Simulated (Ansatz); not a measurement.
# BiPt: properties at the relaxed cell

The task here is to estimate one member of a computed series from the others.

Method: DFT PBEsol, scalar-relativistic, plane waves, PAW, in Ansatz 0.2.0.

1 further run of the same task is left out (set aside as unsound or not needed).

### The structure to begin with

Symmetry: P6_3/mmc, No. 194, hexagonal system. The conventional cell has a = 4.362 Å, b = 4.362 Å, c = 5.488 Å, α = 90.00°, β = 90.00°, γ = 120.00°. Bi (site symmetry -6m2) is surrounded by 6 Pt at 2.87 Å. Pt (site symmetry -3m) is surrounded by 2 Pt at 2.74 Å and 6 Bi at 2.87 Å.

Structure file:

```
Bi Pt
1.0
     4.36190    0.00000    0.00000
    -2.18095    3.77751    0.00000
     0.00000    0.00000    5.48763
Bi Pt
2 2
Direct
  0.33333 0.66667 0.25000
  0.66667 0.33333 0.75000
  0.00000 0.00000 0.00000
  0.00000 0.00000 0.50000
```

This cell was relaxed beforehand with the same method: volume 22.61 Å³/atom, gap on the mesh none (metal).

Set-up of the first run:

input.yaml

```yaml
crystal:
  lattice:
    - [4.3618976945, 0.0, 0.0]
    - [-2.1809488473, 3.7775142121, 0.0]
    - [0.0, 0.0, 5.4876270073]
  atoms:
    - { symbol: Bi, position: [0.3333333333, 0.6666666667, 0.25] }
    - { symbol: Bi, position: [0.6666666667, 0.3333333333, 0.75] }
    - { symbol: Pt, position: [0.0, 0.0, 0.0] }
    - { symbol: Pt, position: [0.0, 0.0, 0.5] }
basis:
  ecutwfc: 420
kpoints:
  mp_grid: { grid: [12, 12, 8] }
  band_path:
    path:
      - [[0.0, 0.0, 0.0], [0.5, 0.0, 0.0], [0.33333333, 0.33333333, 0.0], [0.0, 0.0, 0.0], [0.0, 0.0, 0.5], [0.5, 0.0, 0.5], [0.33333333, 0.33333333, 0.5], [0.0, 0.0, 0.5]]
      - [[0.5, 0.0, 0.5], [0.5, 0.0, 0.0]]
      - [[0.33333333, 0.33333333, 0.5], [0.33333333, 0.33333333, 0.0]]
    npoints: 14
hamiltonian:
  xc: pbesol
scf:
  occupations: { method: gaussian, width: 0.1 }
  n_extra_bands: 10
output:
  forces: true
  stress: true
  eigenvalues: true
  populations: true
  dos: { projected: true, de: 0.02, nscf_kmesh: { grid: [18, 18, 12] } }
  bader: true
  write_density: true
  write_potential: true
  elf: true
  volumetric_format: npy
```

On the command line:

```
> ansatz run input.yaml --threads 1 --pin off --max-ram 2560MiB --backend cpu --events-out ev --progress --plain --runs-dir out
```

Among the steps run: Static run: bands, density of states and charges; The cell as listed, for comparison; Point at V/V0 = 0.97; The cell scaled to 1.03 of its volume; Point at V/V0 = 0.94; The cell scaled to 1.06 of its volume; Volume × 0.91; Volume × 1.10; Volume × 0.88.

One of the session's tables, all rows but one given; the rest of the session is left out.

It belongs to the step «Energy against volume». 

```
volume (Å³/atom)  energy above the lowest point (meV/atom)  pressure (GPa)
          19.892                                     160.7           21.52
          20.571                                      84.5           14.63
          21.249                                      35.1            8.85
          21.927                                       8.2            4.02
          22.605                                       0.0           -0.01
          23.283                                       7.4           -3.36
          23.961                                         ?               ?
          24.866                                      71.5           -9.17
```

Q: Estimate the row for volume (Å³/atom) = 23.961 from the others.

Worked estimate for «energy above the lowest point (meV/atom)». A straight line through the neighbours (23.283, 7.4) and (24.866, 71.5) gives 7.4 + (71.5 − 7.4) × (23.961 − 23.283) / (24.866 − 23.283) = 34.9; a parabola fitted to 3 rows on both sides gives 26.8.

As computed: energy above the lowest point (meV/atom): 27.8; pressure (GPa): -6.15. In «energy above the lowest point (meV/atom)» the line misses by +7.1 and the parabola by -1.0.
